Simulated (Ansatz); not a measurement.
# Li5Os: the cost of one run

Computed with Ansatz 0.2.0 (DFT PBE, scalar-relativistic, plane waves, PAW, unless a step's input says otherwise).

### Step 1. The structure to begin with

Symmetry: P-6m2, No. 187, hexagonal system. The conventional cell has a = 3.115 Å, b = 3.115 Å, c = 14.187 Å, α = 90.00°, β = 90.00°, γ = 120.00°. Around Li (site symmetry 3m) lie 12 Li at 3.02 to 3.12 Å. Li (site symmetry 3m) has 3 Os at 2.87 Å and 9 Li at 3.02 to 3.12 Å as nearest neighbours. Li (site symmetry -6m2) has 12 Li at 3.02 to 3.12 Å as nearest neighbours. Around Os (site symmetry -6m2) lie 6 Li at 2.87 Å and 6 Os at 3.12 Å.

Coordinates:

```
CELL_PARAMETERS angstrom
3.11548 0.00000 0.00000
-1.55774 2.69809 0.00000
0.00000 0.00000 14.18743
ATOMIC_POSITIONS crystal
Li 0.00000 0.00000 0.67123
Li 0.33333 0.66667 0.84246
Li 0.33333 0.66667 0.15754
Li 0.00000 0.00000 0.32877
Li 0.66667 0.33333 0.50000
Os 0.66667 0.33333 0.00000
```

A structure generator made this guess: close-packed layers stacked ABCBAC|A (P-6m2, No. 187). The dimensions are guesses.

### Step 2. The guess as it stands, on a coarse mesh

input.yaml

```yaml
crystal:
  lattice:
    - [3.11548461, 0.0, 0.0]
    - [-1.5577423, 2.69808881, 0.0]
    - [0.0, 0.0, 14.18742577]
  atoms:
    - { symbol: Li, position: [0.0, 0.0, 0.67122795] }
    - { symbol: Li, position: [0.33333333, 0.66666667, 0.84245591] }
    - { symbol: Li, position: [0.33333333, 0.66666667, 0.15754409] }
    - { symbol: Li, position: [0.0, 0.0, 0.32877205] }
    - { symbol: Li, position: [0.66666667, 0.33333333, 0.5] }
    - { symbol: Os, position: [0.66666667, 0.33333333, 0.0] }
basis:
  ecutwfc: 420
kpoints:
  mp_grid: { grid: [6, 6, 2] }
hamiltonian:
  xc: pbe
scf:
  occupations: { method: gaussian, width: 0.1 }
  lower_state_search: "off"
output:
  forces: true
  stress: true
  eigenvalues: true
```

Command:

```sh
$ ansatz run input.yaml --threads 1 --pin off --max-ram 2048MiB --backend cpu --events-out ev --progress --plain --runs-dir out
```

What time and memory should one allow on 1 thread of Arm Neoverse V2, shared host?

About 2.7 s, with a peak of 0.32 GiB.
